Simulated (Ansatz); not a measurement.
# C₂H₆GaN, SMILES CC#[N+][GaH3-]: a geometry optimisation

Run with the Python package of Ansatz (0.2.0).

Contents of `c2h6gan.xyz`:
```text
10

C    -1.01740    0.96690   -1.70060
C    -0.38260    0.34810   -0.60380
N     0.13180   -0.17030    0.26070
Ga    1.11610   -1.00520    1.68800
H    -2.02820    1.42070   -1.37270
H    -0.43120    1.84900   -2.10510
H    -1.23050    0.27780   -2.51600
H     0.88150   -2.59230    1.56500
H     0.42910   -0.48310    3.12900
H     2.61460   -0.66270    1.65830
```

`opt_c2h6gan.py`:
```python
'''Geometry optimisation of C2H6GaN.'''

import itertools

import ansatz as az
from ase.data import atomic_numbers, covalent_radii
import numpy as np

system = az.Crystal.molecule_from_extxyz('c2h6gan.xyz')

calc = (
    system.calculation()
    .basis(gaussian='def2-SVP')
    .functional('r2scan')
)
symbols = [site.symbol for site in system.cartesian_sites]
start = np.array([site.position_ang for site in system.cartesian_sites], dtype=float)
def progress(event):
    if event['event'] == 'relax_step':
        row = event['data']
        print(f'step {row["step"]:3d}  E = {row["lagrangian_ev"]:.6f} eV  largest force component {row["allowed_force_max_ev_ang"]:.4f} eV/A')


report = calc.relax(force_tolerance=0.005).session().plan().execute(on_event=progress).report
end = np.array(report['positions_ang'])

for key in ('converged', 'free_energy_ev', 'reference_energy_ev', 'n_frozen', 'n_occupied', 'n_virtual'):
    print(f'{key:22s} {report[key]}')

# pairs closer than 1.2 times the sum of covalent radii, before or after
radius = [covalent_radii[atomic_numbers[s]] for s in symbols]
span = lambda where, i, j: np.linalg.norm(where[i] - where[j])
bonded = [(i, j) for i, j in itertools.combinations(range(len(symbols)), 2) if min(span(start, i, j), span(end, i, j)) < 1.2 * (radius[i] + radius[j])]
print('pair        before    after (A)')
for i, j in bonded:
    print(f'{symbols[i]}{i}-{symbols[j]}{j}'.ljust(10), f'{span(start, i, j):8.4f} {span(end, i, j):8.4f}')
for first, second in list(itertools.combinations(bonded, 2)):
    shared = set(first) & set(second)
    if shared and symbols[(j := shared.pop())] != 'H':
        i, k = sorted((set(first) | set(second)) - {j})
        u, v = end[i] - end[j], end[k] - end[j]
        angle = np.degrees(np.arccos(np.clip(u @ v / np.linalg.norm(u) / np.linalg.norm(v), -1, 1)))
        print(f'final angle {symbols[i]}{i}-{symbols[j]}{j}-{symbols[k]}{k}: {angle:.2f} deg')

charges = report['charge_distribution']
print('dipole moment', round(4.803205 * float(np.linalg.norm(charges['dipole_moment_e_ang'])), 3), 'D')
print('Mulliken:', [(s, round(q, 3)) for s, q in zip(symbols, charges['mulliken_charges_e'])])
with open('c2h6gan_opt.xyz', 'w') as handle:
    handle.write(f'{len(symbols)}\nrelaxed C2H6GaN\n')
    handle.writelines(f'{s:2s} {x:11.6f} {y:11.6f} {z:11.6f}\n' for s, (x, y, z) in zip(symbols, end))
```

```console
$ python opt_c2h6gan.py
step   1  E = -56026.598816 eV  largest force component 2.6929 eV/A
step   2  E = -56027.019458 eV  largest force component 1.2761 eV/A
step   3  E = -56027.070614 eV  largest force component 1.6454 eV/A
step   4  E = -56027.121307 eV  largest force component 0.3331 eV/A
step   5  E = -56027.126765 eV  largest force component 0.0729 eV/A
step   6  E = -56027.127017 eV  largest force component 0.0080 eV/A
step   7  E = -56027.127028 eV  largest force component 0.0008 eV/A
converged              True
free_energy_ev         -56027.12704168296
reference_energy_ev    -56027.12704168296
n_frozen               0
n_occupied             [28, 28]
n_virtual              [76, 76]
pair        before    after (A)
C0-C1        1.4103   1.4467
C0-H4        1.1555   1.1001
C0-H5        1.1337   1.1001
C0-H6        1.0886   1.1001
C1-N2        1.1317   1.1574
N2-Ga3       1.9243   2.1200
Ga3-H7       1.6091   1.5726
Ga3-H8       1.6796   1.5726
Ga3-H9       1.5374   1.5727
final angle C1-C0-H4: 109.92 deg
final angle C1-C0-H5: 109.91 deg
final angle C1-C0-H6: 109.92 deg
final angle C0-C1-N2: 179.98 deg
final angle H4-C0-H5: 109.02 deg
final angle H4-C0-H6: 109.02 deg
final angle H5-C0-H6: 109.02 deg
final angle C1-N2-Ga3: 179.89 deg
final angle N2-Ga3-H7: 97.93 deg
final angle N2-Ga3-H8: 97.92 deg
final angle N2-Ga3-H9: 97.87 deg
final angle H7-Ga3-H8: 118.14 deg
final angle H7-Ga3-H9: 118.14 deg
final angle H8-Ga3-H9: 118.14 deg
dipole moment 7.688 D
Mulliken: [('C', 0.01), ('C', -0.164), ('N', 0.012), ('Ga', 0.242), ('H', 0.112), ('H', 0.113), ('H', 0.112), ('H', -0.146), ('H', -0.146), ('H', -0.146)]
```

It writes `c2h6gan_opt.xyz`:
```text
10
relaxed C2H6GaN
C    -1.049315    1.001778   -1.707744
C    -0.369713    0.352967   -0.607701
N     0.174275   -0.166000    0.272239
Ga    1.174329   -1.114799    1.882809
H    -2.011879    1.409832   -1.365401
H    -0.430340    1.823022   -2.098486
H    -1.233723    0.276743   -2.514311
H     0.830576   -2.602265    1.505441
H     0.374857   -0.444349    3.059440
H     2.624133   -0.588029    1.576514
```

Total energies depend on the basis set; only differences at equal settings carry meaning. The end point is the stationary point reached from this start; no frequency run checks that it is a minimum, and the basis set is modest. Timing: 48 s on 1 thread of Arm Neoverse V1, with other jobs on the host, peak memory 0.23 GiB.
